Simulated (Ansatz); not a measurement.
**InH₃S₂: how energies converge with the basis set**

One table from this session's results is given with a row withheld; the runs are named, their logs left out.

The runs use Ansatz 0.2.0, Gaussian basis; one geometry, several basis sets.

The runs, in order: PBE0-D4/def2-SVP; ωB97M-V/def2-SVP; PBE0-D4/def2-QZVPP; ωB97M-V/def2-QZVPP; the functionals' def2-TZVPP values are taken from earlier runs.

**The geometry**

All runs share one geometry, relaxed beforehand with PBE0-D4 in a triple-zeta def2 set. In takes the def2 core potential; no spin-orbit term is included.

SMILES `[SH][InH][SH]`, 6 atoms, charge 0, spin multiplicity 1.

Atoms are counted from 1 here; the program's logs count them from 0.

Bond lengths: S1–In2 2.382 Å, S1–H4 1.343 Å, In2–S3 2.378 Å, In2–H5 1.705 Å, S3–H6 1.344 Å. Angles: In2–S1–H4 94.1°, S1–In2–S3 113.4°, S1–In2–H5 124.0°, S3–In2–H5 122.6°, In2–S3–H6 93.7°.

The first run:

Contents of in.yaml:

```yaml
crystal:
  periodic: [false, false, false]
  atoms:
    - {symbol: S, position_ang: [-1.813726, -0.481128, 0.162076]}
    - {symbol: In, position_ang: [0.391654, 0.122989, -0.505335]}
    - {symbol: S, position_ang: [1.878688, 0.440372, 1.322639]}
    - {symbol: H, position_ang: [-2.277705, -0.554155, -1.096497]}
    - {symbol: H, position_ang: [0.876946, 0.314303, -2.128401]}
    - {symbol: H, position_ang: [0.944144, 0.157629, 2.245519]}
basis:
  gaussian: {orbitals: def2-SVP}
hamiltonian: {xc: pbe0, dispersion: d4}
output: {orbitals: {seedname: orbitals}}
```

On the command line:

```console
$ ansatz run in.yaml --threads 2 --pin off --events-out ev --progress --plain --max-ram 22528MiB --backend cpu
```

Steps of the session up to this table: PBE0-D4 in def2-SVP; ωB97M-V in def2-SVP; PBE0-D4 in def2-QZVPP; ωB97M-V in def2-QZVPP.

One of the session's tables, all rows but one given; the rest of the session is left out.

```
functional       basis  HOMO (eV)  LUMO (eV)
   PBE0-D4    def2-SVP      -7.24      -1.28
   PBE0-D4  def2-TZVPP      -7.40      -1.43
   PBE0-D4  def2-QZVPP      -7.43      -1.47
   ωB97M-V    def2-SVP      -9.35       0.35
   ωB97M-V  def2-TZVPP      -9.55       0.09
   ωB97M-V  def2-QZVPP          ?          ?
```

Estimate the missing values for ωB97M-V, def2-QZVPP.

**Answer.** HOMO (eV): -9.59; LUMO (eV): 0.01. In the column «HOMO (eV)» it is the lowest.
